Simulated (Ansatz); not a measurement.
# In2O3: the cost of one run

Program: Ansatz 0.2.0. Level of theory: DFT LDA, scalar-relativistic, plane waves, PAW. These are calculated values, not measurements.

2 further runs of the same task are left out: 2 set aside as unsound or not needed.

## (1) Starting point

It takes space group R-3c (No. 167, trigonal). The conventional cell has a = 5.462 Å, b = 5.462 Å, c = 14.372 Å, α = 90.00°, β = 90.00°, γ = 120.00°. In (site symmetry 3) is surrounded by 6 O at 2.11 to 2.24 Å. Around O (site symmetry 2) lie 4 In at 2.11 to 2.24 Å.

Structure file:

```xyz
20
Lattice="-5.4618 0.0000 0.0000 -2.7309 -4.7300 0.0000 -2.7309 -1.5767 9.5814" Properties=species:S:1:pos:R:3 pbc="T T T"
In   -2.7309   -1.5767    0.3499
In   -8.1927   -4.7300    5.1406
In   -5.4618   -3.1534    6.8362
In   -8.1927   -4.7300    2.0455
In   -2.7309   -1.5767    4.4408
In   -8.1927   -4.7300    9.2315
In   -2.7309   -1.5767    7.5360
In   -5.4618   -3.1534    2.7452
O    -6.5785   -4.7300    3.5930
O    -3.8476   -3.1534    8.3838
O    -3.5380   -3.3322    3.5930
O    -6.2689   -1.7555    8.3838
O    -6.2689   -1.3979    3.5930
O    -6.2689   -4.5512    8.3838
O    -7.0759   -3.1534    1.1977
O    -4.3450   -1.5767    5.9884
O    -4.6547   -4.5512    1.1977
O    -7.3856   -2.9746    5.9884
O    -4.6547   -1.7555    1.1977
O    -4.6547   -4.9088    5.9884
```

It is built from the cell relaxed beforehand with the same method (12.38 Å³/atom).

## (2) The undisturbed cell

input.yaml

```yaml
crystal:
  lattice:
    - [-5.4617852589, 0.0, 0.0]
    - [-2.7308926294, -4.7300447842, 0.0]
    - [-2.7308926294, -1.5766815947, 9.5814325214]
  atoms:
    - { symbol: In, position: [0.3211610811, 0.3211610811, 0.0365167567] }
    - { symbol: In, position: [0.8211610811, 0.8211610811, 0.5365167567] }
    - { symbol: In, position: [0.4288389189, 0.4288389189, 0.7134832433] }
    - { symbol: In, position: [0.9288389189, 0.9288389189, 0.2134832433] }
    - { symbol: In, position: [0.1788389189, 0.1788389189, 0.4634832433] }
    - { symbol: In, position: [0.6788389189, 0.6788389189, 0.9634832433] }
    - { symbol: In, position: [0.0711610811, 0.0711610811, 0.7865167567] }
    - { symbol: In, position: [0.5711610811, 0.5711610811, 0.2865167567] }
    - { symbol: O, position: [0.5794672563, 0.875, 0.375] }
    - { symbol: O, position: [0.0794672563, 0.375, 0.875] }
    - { symbol: O, position: [0.1705327437, 0.5794672563, 0.375] }
    - { symbol: O, position: [0.6705327437, 0.0794672563, 0.875] }
    - { symbol: O, position: [0.875, 0.1705327437, 0.375] }
    - { symbol: O, position: [0.375, 0.6705327437, 0.875] }
    - { symbol: O, position: [0.9205327437, 0.625, 0.125] }
    - { symbol: O, position: [0.4205327437, 0.125, 0.625] }
    - { symbol: O, position: [0.3294672563, 0.9205327437, 0.125] }
    - { symbol: O, position: [0.8294672563, 0.4205327437, 0.625] }
    - { symbol: O, position: [0.625, 0.3294672563, 0.125] }
    - { symbol: O, position: [0.125, 0.8294672563, 0.625] }
basis:
  ecutwfc: 420
kpoints:
  mp_grid: { grid: [6, 6, 3] }
hamiltonian:
  xc: lda
scf:
  occupations: { method: gaussian, width: 0.05 }
output:
  forces: true
  stress: true
  eigenvalues: true
```

Started as:

```
$ ansatz run input.yaml --threads 2 --pin off --max-ram 5120MiB --backend cpu --events-out ev --progress --plain --runs-dir out
```

Q: Estimate wall time and peak memory on 2 threads of Intel Xeon at 2.50GHz (Skylake/Cascade Lake), shared host.

About 40 s, with a peak of 1 GiB.
